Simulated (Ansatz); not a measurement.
# PdRh: the cost of one run

Program: Ansatz 0.2.0. Level of theory: DFT r2SCAN, scalar-relativistic, plane waves, PAW. These are calculated values, not measurements.

## (1) The system as given

The structure is trigonal, space group R-3m (No. 166). The conventional cell has a = 2.758 Å, b = 2.758 Å, c = 13.486 Å, α = 90.00°, β = 90.00°, γ = 120.00°. Pd (site symmetry -3m) has 6 Rh at 2.75 Å and 6 Pd at 2.76 Å as nearest neighbours. Around Rh (site symmetry -3m) lie 6 Pd at 2.75 Å and 6 Rh at 2.76 Å.

As a file:

```cif
data_structure
_symmetry_space_group_name_H-M 'P 1'
_symmetry_Int_Tables_number 1
_cell_length_a 4.7690
_cell_length_b 4.7690
_cell_length_c 4.7690
_cell_angle_alpha 33.620
_cell_angle_beta 33.620
_cell_angle_gamma 33.620
_cell_volume 29.62
loop_
_atom_site_label
_atom_site_type_symbol
_atom_site_fract_x
_atom_site_fract_y
_atom_site_fract_z
_atom_site_occupancy
Pd1 Pd 0.00000 0.00000 0.00000 1
Rh1 Rh 0.50000 0.50000 0.50000 1
```

The structure comes from the Materials Project (structure only).

## (2) Probe: one point at the start

File input.yaml:

```yaml
crystal:
  lattice:
    - [1.3792149729, 0.7962901359, 4.4952460509]
    - [-1.3792149729, 0.7962901359, 4.4952460509]
    - [0.0, -1.5925802718, 4.4952460509]
  atoms:
    - { symbol: Pd, position: [0.0, 0.0, 0.0] }
    - { symbol: Rh, position: [0.5, 0.5, 0.5] }
basis:
  ecutwfc: 500
kpoints:
  mp_grid: { grid: [9, 9, 9] }
hamiltonian:
  xc: r2scan
scf:
  occupations: { method: gaussian, width: 0.1 }
output:
  forces: true
  stress: true
  eigenvalues: true
```

The run is started by

```
$ ansatz run input.yaml --threads 1 --pin off --max-ram 1228MiB --backend cpu --events-out ev --progress --plain --runs-dir out
```

What time and memory should one allow on 1 thread of an x86-64 CPU, shared host?

About 6.1 s, with a peak of 0.57 GiB.
